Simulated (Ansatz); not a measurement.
# GeH4OSe: shape, modes and thermochemistry

What shape does GeH4OSe take? The plan is to relax it, then compute its harmonic vibrations to see whether it is a minimum and to get the zero-point energy and entropy, and look at its orbitals and charge.

Method: RKS PBE0-D4/def2-TZVP; program: Ansatz 0.2.0, Gaussian basis.

Plan: relaxation at PBE-D4/def2-SVP; relaxation at PBE0-D4/def2-TZVP; harmonic vibrations at the same level; a single point in def2-TZVPP for the fields.

## 1. The system as given

SMILES `[OH][GeH2][SeH]`, 7 atoms, charge 0, spin multiplicity 1.

Atoms are counted from 1 here; the program's logs count them from 0.

Bond lengths: O1–Ge2 1.772 Å, O1–H4 0.933 Å, Ge2–Se3 2.327 Å, Ge2–H5 1.558 Å, Ge2–H6 1.555 Å, Se3–H7 1.533 Å. Angles: Ge2–O1–H4 104.0°, O1–Ge2–Se3 107.0°, O1–Ge2–H5 110.0°, O1–Ge2–H6 111.1°, Se3–Ge2–H5 109.4°, Se3–Ge2–H6 109.9°, H5–Ge2–H6 109.4°, Ge2–Se3–H7 92.5°.

Geometry (Å):

```xyz
7

O    -1.2865   -0.4526   -0.7936
Ge   -0.1790    0.5500    0.1594
Se    1.6155   -0.8040    0.7619
H    -1.5388   -1.1308   -0.2051
H     0.3366    1.7405   -0.7029
H    -0.8787    1.0997    1.4342
H     1.9922   -1.0708   -0.6996
```

The start is a force-field geometry with small random shifts, so a cheaper pass at PBE-D4/def2-SVP comes first.

## 2. Relaxation at PBE-D4/def2-SVP (cheap first pass)

The input, in.yaml:

```yaml
crystal:
  periodic: [false, false, false]
  atoms:
    - {symbol: O, position_ang: [-1.286500, -0.452600, -0.793600]}
    - {symbol: Ge, position_ang: [-0.179000, 0.550000, 0.159400]}
    - {symbol: Se, position_ang: [1.615500, -0.804000, 0.761900]}
    - {symbol: H, position_ang: [-1.538800, -1.130800, -0.205100]}
    - {symbol: H, position_ang: [0.336600, 1.740500, -0.702900]}
    - {symbol: H, position_ang: [-0.878700, 1.099700, 1.434200]}
    - {symbol: H, position_ang: [1.992200, -1.070800, -0.699600]}
basis:
  gaussian: {orbitals: def2-SVP}
hamiltonian: {xc: pbe, dispersion: d4}
relax: {f_tol: 0.03, max_steps: 200}
```

Launch:

```bash
> ansatz run in.yaml --threads 2 --pin off --events-out ev --progress --plain --max-ram 4352MiB
```

Log:

```text
Functional definition: PBE
  name "PBE"
  cite "Perdew, Burke & Ernzerhof, Phys. Rev. Lett. 77, 3865 (1996) doi:10.1103/PhysRevLett.77.3865"
  parent pbe
  parameter kappa = 0.804
  parameter beta = 0.06672455060314922
  exchange = pbe_x(kappa = kappa, mu = beta*pi^2/3)
  correlation = pbe_c(beta = beta)
1072 factors; their error is unknown
mean field evaluation 1: about -123937.9107 eV, gradient 5.9e1 eV
mean field evaluation 2: about -123881.1178 eV, gradient 1.6e2 eV
mean field evaluation 4: about -123943.3614 eV, gradient 1.3e1 eV
mean field evaluation 8: about -123943.7017 eV, gradient 2.1e-1 eV
mean field evaluation 16: about -123943.5688 eV, gradient 6.2e-5 eV
mean field -123943.56879193 eV, -4554.8421411350 hartree, gradient 6.2e-5 eV, S^2 0.000000; 0 other end points of the search recorded, 0 dependent functions left out
the calculation of the forces begins
reference -123943.56882238 eV, -4554.8421422541 hartree; 39, 39 occupied and 59, 59 virtual orbitals, 1072 factors
relax step   1: F+E_penalty+E_count = -123943.70761206 eV  Δ(F+E_penalty+E_count) = +0.000e0 eV  max|allowed force component| = 2.008e0 eV/Å  Δτ_max = 0.0000 Å  (26 SCF iters, accepted)
these checks for a lower state are left out or cut short: starts, cluster_reference, orbital_swaps, neighbouring_geometries, increment
1072 factors; their error is unknown
mean field -123943.68247793 eV, -4554.8463190186 hartree, gradient 4.8e-5 eV, S^2 0.000000; 0 other end points of the search recorded, 0 dependent functions left out
the calculation of the forces begins
reference -123943.68250876 eV, -4554.8463201516 hartree; 39, 39 occupied and 59, 59 virtual orbitals, 1072 factors
relax step   2: F+E_penalty+E_count = -123943.81768540 eV  Δ(F+E_penalty+E_count) = -1.101e-1 eV  max|allowed force component| = 7.385e-1 eV/Å  Δτ_max = 0.1946 Å  (32 SCF iters, accepted)
these checks for a lower state are left out or cut short: starts, cluster_reference, orbital_swaps, neighbouring_geometries, increment
1072 factors; their error is unknown
mean field -123943.68320568 eV, -4554.8463457629 hartree, gradient 5.6e-5 eV, S^2 0.000000; 0 other end points of the search recorded, 0 dependent functions left out
the calculation of the forces begins
reference -123943.68323671 eV, -4554.8463469030 hartree; 39, 39 occupied and 59, 59 virtual orbitals, 1072 factors
relax step   3: F+E_penalty+E_count = -123943.81965208 eV  Δ(F+E_penalty+E_count) = -1.967e-3 eV  max|allowed force component| = 1.485e0 eV/Å  Δτ_max = 0.1633 Å  (30 SCF iters, accepted)
these checks for a lower state are left out or cut short: starts, cluster_reference, orbital_swaps, neighbouring_geometries, increment
1072 factors; their error is unknown
mean field evaluation 32: about -123943.8359 eV, gradient 2.2e-3 eV
mean field -123943.70081211 eV, -4554.8469927871 hartree, gradient 4.3e-5 eV, S^2 0.000000; 0 other end points of the search recorded, 0 dependent functions left out
the calculation of the forces begins
reference -123943.70084314 eV, -4554.8469939274 hartree; 39, 39 occupied and 59, 59 virtual orbitals, 1072 factors
relax step   4: F+E_penalty+E_count = -123943.83672729 eV  Δ(F+E_penalty+E_count) = -1.708e-2 eV  max|allowed force component| = 4.592e-1 eV/Å  Δτ_max = 0.2000 Å  (30 SCF iters, accepted)
these checks for a lower state are left out or cut short: starts, cluster_reference, orbital_swaps, neighbouring_geometries, increment
1072 factors; their error is unknown
mean field -123943.74223322 eV, -4554.8485149850 hartree, gradient 2.6e-5 eV, S^2 0.000000; 0 other end points of the search recorded, 0 dependent functions left out
the calculation of the forces begins
reference -123943.74226407 eV, -4554.8485161188 hartree; 39, 39 occupied and 59, 59 virtual orbitals, 1072 factors
relax step   5: F+E_penalty+E_count = -123943.87764584 eV  Δ(F+E_penalty+E_count) = -4.092e-2 eV  max|allowed force component| = 2.346e-1 eV/Å  Δτ_max = 0.0899 Å  (28 SCF iters, accepted)
these checks for a lower state are left out or cut short: starts, cluster_reference, orbital_swaps, neighbouring_geometries, increment
1072 factors; their error is unknown
mean field -123943.74557164 eV, -4554.8486376697 hartree, gradient 9.7e-6 eV, S^2 0.000000; 0 other end points of the search recorded, 0 dependent functions left out
the calculation of the forces begins
reference -123943.74560240 eV, -4554.8486388000 hartree; 39, 39 occupied and 59, 59 virtual orbitals, 1072 factors
relax step   6: F+E_penalty+E_count = -123943.88135346 eV  Δ(F+E_penalty+E_count) = -3.708e-3 eV  max|allowed force component| = 1.111e-1 eV/Å  Δτ_max = 0.1022 Å  (29 SCF iters, accepted)
these checks for a lower state are left out or cut short: starts, cluster_reference, orbital_swaps, neighbouring_geometries, increment
1072 factors; their error is unknown
mean field -123943.74995438 eV, -4554.8487987323 hartree, gradient 8.8e-5 eV, S^2 0.000000; 0 other end points of the search recorded, 0 dependent functions left out
the calculation of the forces begins
reference -123943.74998516 eV, -4554.8487998635 hartree; 39, 39 occupied and 59, 59 virtual orbitals, 1072 factors
relax step   7: F+E_penalty+E_count = -123943.88560355 eV  Δ(F+E_penalty+E_count) = -4.250e-3 eV  max|allowed force component| = 1.136e-2 eV/Å  Δτ_max = 0.0664 Å  (25 SCF iters, accepted)
1072 factors; their error is unknown
mean field evaluation 64: about -123943.8828 eV, gradient 2.5e-1 eV
mean field -123943.74995438 eV, -4554.8487987323 hartree, gradient 8.8e-5 eV, S^2 0.000000; 1 other end points of the search recorded, 0 dependent functions left out
the calculation of the forces begins
reference -123943.74998516 eV, -4554.8487998635 hartree; 39, 39 occupied and 59, 59 virtual orbitals, 1072 factors
Total energy: -123943.88563433 eV, -4554.8537848785 hartree
Atom 0 at    -1.394899    -0.364656    -0.795018 Å, force    -0.002935    -0.006331     0.002962 eV/Å
Atom 1 at    -0.163046     0.538664     0.157671 Å, force    -0.003501     0.009519     0.004720 eV/Å
Atom 2 at     1.673102    -0.823274     0.807848 Å, force    -0.006264     0.002625     0.001926 eV/Å
Atom 3 at    -1.693560    -1.156600    -0.308581 Å, force     0.011359     0.004839    -0.005868 eV/Å
Atom 4 at     0.262657     1.664046    -0.811102 Å, force     0.001602    -0.004190    -0.004407 eV/Å
Atom 5 at    -0.741395     1.060568     1.502928 Å, force    -0.002915     0.000185     0.007891 eV/Å
Atom 6 at     2.118440    -0.986748    -0.599445 Å, force     0.002654    -0.006647    -0.007224 eV/Å
Dipole moment:    -0.041495    -0.042591     0.081485 e Å
```

It took 15 s on 2 threads of Arm Neoverse V1, shared host.

Along the way:

```tsv
step	energy from step 1 (eV)	largest force component (eV/Å)
1	0.0000	2.0080
2	-0.1101	0.7385
3	-0.1120	1.4850
4	-0.1291	0.4592
5	-0.1700	0.2346
6	-0.1737	0.1111
7	-0.1780	0.0114
```

Close pairs (by a distance rule), those that changed most:

```tsv
bond	before (Å)	after (Å)	change (Å)
Ge2–Se3	2.327	2.377	+0.049
Se3–H7	1.533	1.485	-0.048
O1–H4	0.933	0.976	+0.044
O1–Ge2	1.772	1.800	+0.028
Ge2–H5	1.558	1.545	-0.013
Ge2–H6	1.555	1.555	-0.000
```

## 3. Optimising with PBE0-D4/def2-TZVP

The input, in.yaml:

```yaml
crystal:
  periodic: [false, false, false]
  atoms:
    - {symbol: O, position_ang: [-1.394899, -0.364656, -0.795018]}
    - {symbol: Ge, position_ang: [-0.163046, 0.538664, 0.157671]}
    - {symbol: Se, position_ang: [1.673102, -0.823274, 0.807848]}
    - {symbol: H, position_ang: [-1.693560, -1.156600, -0.308581]}
    - {symbol: H, position_ang: [0.262657, 1.664046, -0.811102]}
    - {symbol: H, position_ang: [-0.741395, 1.060568, 1.502928]}
    - {symbol: H, position_ang: [2.118440, -0.986748, -0.599445]}
basis:
  gaussian: {orbitals: def2-TZVP}
hamiltonian: {xc: pbe0, dispersion: d4}
relax: {f_tol: 0.005, max_steps: 150}
```

Same command.

Log, cut to the lines that bear on the results:

```text
Functional definition: PBE0
  name "PBE0"
  cite "Adamo & Barone, J. Chem. Phys. 110, 6158 (1999) doi:10.1063/1.478522"
  cite "Perdew, Burke & Ernzerhof, Phys. Rev. Lett. 77, 3865 (1996) doi:10.1103/PhysRevLett.77.3865"
  parent pbe
[...]
1140 factors; their error is unknown
[...]
mean field -123965.19174624 eV, -4555.6367700494 hartree, gradient 2.8e-5 eV, S^2 0.000000; 0 other end points of the search recorded, 0 dependent functions left out
[...]
reference -123965.19177366 eV, -4555.6367710572 hartree; 39, 39 occupied and 112, 112 virtual orbitals, 1140 factors
relax step   1: F+E_penalty+E_count = -123965.30691383 eV  Δ(F+E_penalty+E_count) = +0.000e0 eV  max|allowed force component| = 7.662e-1 eV/Å  Δτ_max = 0.0000 Å  (27 SCF iters, accepted)
[...]
reference -123965.21842259 eV, -4555.6377503874 hartree; 39, 39 occupied and 112, 112 virtual orbitals, 1140 factors
Total energy: -123965.33478304 eV, -4555.6420265550 hartree
Atom 0 at    -1.377466    -0.355559    -0.756099 Å, force     0.001227    -0.001576    -0.001998 eV/Å
Atom 1 at    -0.164532     0.561308     0.163307 Å, force    -0.002943     0.000588     0.000529 eV/Å
Atom 2 at     1.633956    -0.818875     0.790591 Å, force    -0.001220     0.001447    -0.000703 eV/Å
Atom 3 at    -1.597182    -1.189943    -0.334045 Å, force    -0.000168     0.000135     0.000728 eV/Å
Atom 4 at     0.260471     1.674754    -0.796605 Å, force     0.001715    -0.000486     0.000145 eV/Å
Atom 5 at    -0.745516     1.077811     1.490541 Å, force     0.000744     0.000625     0.002152 eV/Å
Atom 6 at     2.051568    -1.017497    -0.603389 Å, force     0.000645    -0.000732    -0.000853 eV/Å
Dipole moment:    -0.003959    -0.016547     0.088848 e Å
```

It took 45 s on 2 threads of Arm Neoverse V1, shared host.

The steps of the relaxation:

```tsv
step	energy from step 1 (eV)	largest force component (eV/Å)
1	0.0000	0.7662
2	-0.0215	0.2578
3	-0.0262	0.1780
4	-0.0270	0.1089
5	-0.0272	0.1105
6	-0.0278	0.0078
7	-0.0278	0.0113
8	-0.0278	0.0074
9	-0.0278	0.0029
```

Close pairs (by a distance rule), those that changed most:

```tsv
bond	before (Å)	after (Å)	change (Å)
Ge2–Se3	2.377	2.352	-0.025
O1–Ge2	1.800	1.777	-0.023
Se3–H7	1.485	1.469	-0.016
Ge2–H6	1.555	1.538	-0.016
O1–H4	0.976	0.961	-0.016
Ge2–H5	1.545	1.530	-0.014
```

Mulliken charges of the relaxed molecule (report file):

```tsv
atom	value (e)
O1	-0.56
Ge2	0.41
Se3	-0.35
H4	0.32
H5	0.03
H6	0.01
H7	0.14
```

## 4. Force constants and modes

The input, in.yaml:

```yaml
crystal:
  periodic: [false, false, false]
  atoms:
    - {symbol: O, position_ang: [-1.377466, -0.355559, -0.756099]}
    - {symbol: Ge, position_ang: [-0.164532, 0.561308, 0.163307]}
    - {symbol: Se, position_ang: [1.633956, -0.818875, 0.790591]}
    - {symbol: H, position_ang: [-1.597182, -1.189943, -0.334045]}
    - {symbol: H, position_ang: [0.260471, 1.674754, -0.796605]}
    - {symbol: H, position_ang: [-0.745516, 1.077811, 1.490541]}
    - {symbol: H, position_ang: [2.051568, -1.017497, -0.603389]}
basis:
  gaussian: {orbitals: def2-TZVP}
hamiltonian: {xc: pbe0, dispersion: d4}
phonons: {temperatures: {t_min: 298.15, t_max: 900, t_step: 200}}
```

Same command.

Log, cut to the lines that bear on the results:

```text
Functional definition: PBE0
  name "PBE0"
  cite "Adamo & Barone, J. Chem. Phys. 110, 6158 (1999) doi:10.1063/1.478522"
  cite "Perdew, Burke & Ernzerhof, Phys. Rev. Lett. 77, 3865 (1996) doi:10.1103/PhysRevLett.77.3865"
  parent pbe
[...]
1140 factors; their error is unknown
[...]
mean field -123965.21839682 eV, -4555.6377494401 hartree, gradient 6.7e-5 eV, S^2 0.000000; 0 other end points of the search recorded, 0 dependent functions left out
[...]
reference -123965.21842396 eV, -4555.6377504376 hartree; 39, 39 occupied and 112, 112 virtual orbitals, 1140 factors
[...]
1140 factors; their error is unknown
mean field -123965.21832115 eV, -4555.6377466593 hartree, gradient 2.0e-6 eV, S^2 0.000000; 0 other end points of the search recorded, 0 dependent functions left out
[...]
Total energy: -123965.33478441 eV, -4555.6420266051 hartree
Atom 0 at    -1.377466    -0.355559    -0.756099 Å, force     0.001210    -0.001588    -0.001982 eV/Å
Atom 1 at    -0.164532     0.561308     0.163307 Å, force    -0.002949     0.000544     0.000532 eV/Å
Atom 2 at     1.633956    -0.818875     0.790591 Å, force    -0.001204     0.001461    -0.000704 eV/Å
Atom 3 at    -1.597182    -1.189943    -0.334045 Å, force    -0.000163     0.000168     0.000713 eV/Å
Atom 4 at     0.260471     1.674754    -0.796605 Å, force     0.001726    -0.000481     0.000138 eV/Å
Atom 5 at    -0.745516     1.077811     1.490541 Å, force     0.000737     0.000627     0.002153 eV/Å
Atom 6 at     2.051568    -1.017497    -0.603389 Å, force     0.000643    -0.000731    -0.000849 eV/Å
Dipole moment:    -0.003958    -0.016546     0.088846 e Å
Vibrations: 145.62 187.33 256.15 292.45 448.43 627.68 693.31 714.08 780.39 854.73 947.47 2151.55 2192.51 2445.56 3887.79 cm⁻¹, zero-point energy 1.030622 eV
```

Wall time 2.4 min (2 threads of Arm Neoverse V1, shared host).

Motions are named by where the mode's potential energy lies. Wavenumbers, unscaled:

```tsv
mode	cm⁻¹	motion
1	146	bend
2	187	torsion
3	256	torsion
4	292	Ge–Se stretch
5	448	bend with torsion
6	628	bend
7	693	bend with Ge–O stretch
8	714	Ge–O stretch with bend
9	780	bend
10	855	bend with torsion
11	947	bend
12	2152	Ge–H stretch
13	2193	Ge–H stretch
14	2446	Se–H stretch
15	3888	O–H stretch
```

Ideal gas, rigid rotor and harmonic oscillator at 298.15 K and 1 bar, with symmetry number 1:

```tsv
term	value
zero-point energy	99.4 kJ/mol
H(298) − E	117.1 kJ/mol
entropy, translation	173.0 J/(mol K)
entropy, rotation	111.5 J/(mol K)
entropy, vibration	43.7 J/(mol K)
entropy, total	328.2 J/(mol K)
```

## 5. Fields at the relaxed geometry

in.yaml, as its differences from that of step 4:

```diff
@@ -11,4 +11,4 @@
 basis:
-  gaussian: {orbitals: def2-TZVP}
+  gaussian: {orbitals: def2-TZVPP}
 hamiltonian: {xc: pbe0, dispersion: d4}
-phonons: {temperatures: {t_min: 298.15, t_max: 900, t_step: 200}}
+output: {orbitals: {seedname: orbitals}}
```

Same command.

Log:

```text
Functional definition: PBE0
  name "PBE0"
  cite "Adamo & Barone, J. Chem. Phys. 110, 6158 (1999) doi:10.1063/1.478522"
  cite "Perdew, Burke & Ernzerhof, Phys. Rev. Lett. 77, 3865 (1996) doi:10.1103/PhysRevLett.77.3865"
  parent pbe
  parameter a = 0.25
  parameter kappa = 0.804
  parameter beta = 0.06672455060314922
  exchange = (1 - a)*pbe_x(kappa = kappa, mu = beta*pi^2/3) + a*exact_x
  correlation = pbe_c(beta = beta)
1200 factors; their error is unknown
mean field evaluation 1: about -123959.9204 eV, gradient 5.5e1 eV
mean field evaluation 2: about -123944.8959 eV, gradient 1.0e2 eV
mean field evaluation 4: about -123964.5668 eV, gradient 4.8e0 eV
mean field evaluation 8: about -123964.5987 eV, gradient 7.2e-2 eV
mean field evaluation 16: about -123965.2880 eV, gradient 5.8e-5 eV
mean field -123965.28795852 eV, -4555.6403057855 hartree, gradient 5.8e-5 eV, S^2 0.000000; 0 other end points of the search recorded, 0 dependent functions left out
reference -123965.28798590 eV, -4555.6403067917 hartree; 39, 39 occupied and 144, 144 virtual orbitals, 1200 factors
Total energy: -123965.40434635 eV, -4555.6445829592 hartree
```

Wall time 4.4 s (2 threads of Arm Neoverse V1, shared host); peak memory 0.47 GiB.

Orbitals, density, ELF and potential are computed afterwards from the orbital file.

Frontier orbitals at PBE0-D4/def2-TZVPP, with the share of their density that lies nearest to each atom:

```tsv
orbital	energy (eV)	lies on
HOMO	-7.22	Se3 79 %; H7 10 %
LUMO	-0.22	Se3 38 %; Ge2 21 %; H5, H7 about 13 % each
```

ELF in a plane through or near 2 of the atoms.

Ten even steps from '0' (0.00) to '9' (1.00):
```
0000000000000000000000000000
0000000000000000000000000000
0000000000000000000000000000
0000000000000000000000000000
0000000000000121100000000000
0000001110002565310000000000
0000012321013666521000000000
0000123443223322321000000000
0000124444333243211000000000
0000246764343133122110000000
0000479997432114677753000000
0000589998411148658874100000
0000479997300148637863100000
0000136653100136777531000000
0000001110000013443210000000
0000000000000001111000000000
0000000000000000000000000000
0000000000000000000000000000
0000000000000000000000000000
0000000000000000000000000000
```
The map spans 9.7 Å across and 8.4 Å up, centred on the molecule. Atoms in the plane (x, y in Å): O1 (1.2, -0.9), H7 (-2.2, -0.5).

log10 of the density (e/Å³) in the same plane.

Ten even steps from ' ' (-4.0) to '@' (1.1):
```
                                                        
                                                        
                      ................                  
              ........::::::----::::::....              
        ....::::::::::----========----::....            
      ..::::----------====++++++++====--::..            
    ....::----========++++********++====::::..          
    ..::----==++++++++++**########**++==--::..          
  ..::::====++++++********%%@@@@##**++==----..          
  ..::--==++**************%%@@@@##****++==--::..        
  ..::--==++######**********####%%%%##**++==--::        
  ..::--==++######****++++****%%@@@@%%##**++--::        
    ..::====******++++====++**%%@@@@%%##**++--::        
    ..::----==++++==========++####%%##**++==--..        
      ..::::--------------====++******++==--::..        
        ....::::::::::::::----==========--::..          
              ..............::::------::....            
                              ..........                
                                                        
                                                        
```
The map spans 9.7 Å across and 8.4 Å up, centred on the molecule. Atoms in the plane (x, y in Å): O1 (1.2, -0.9), H7 (-2.2, -0.5).

On the surface of density 0.002 e/bohr³ the electrostatic potential runs, from the 1st to the 99th percentile, from -1.34 V near O1 to 2.00 V near H4.

## 6. What came out

| quantity | value |
| --- | --- |
| point group | C1 |
| steps | 7 + 9 |
| shift from the start (rms) | 0.120 Å |
| total energy | -123965.3348 eV |
| dispersion term | -116 meV |
| dipole moment | 0.43 D |
| lowest, highest wavenumber | 146, 3888 cm⁻¹ |
| zero-point energy | 99.4 kJ/mol |
| entropy at 298.15 K | 328.2 J/(mol K) |
| HOMO, LUMO | -7.22, -0.22 eV |

**Reading.** The relaxed geometry lies 0.12 Å (rms) from the start; the bond that changed most is Se3–H7, from 1.533 to 1.469 Å. No mode is imaginary: a true minimum at this level. The stiffest mode, 3888 cm⁻¹, is an O–H stretch, and 2 modes under 200 cm⁻¹ make the vibrational entropy uncertain. Harmonic hybrid wavenumbers usually lie a few per cent above measured fundamentals. The largest Mulliken charge, -0.56 e, sits on O1. The HOMO lies mostly on Se3 79 %; H7 10 % and the LUMO on Se3 38 %; Ge2 21 %.
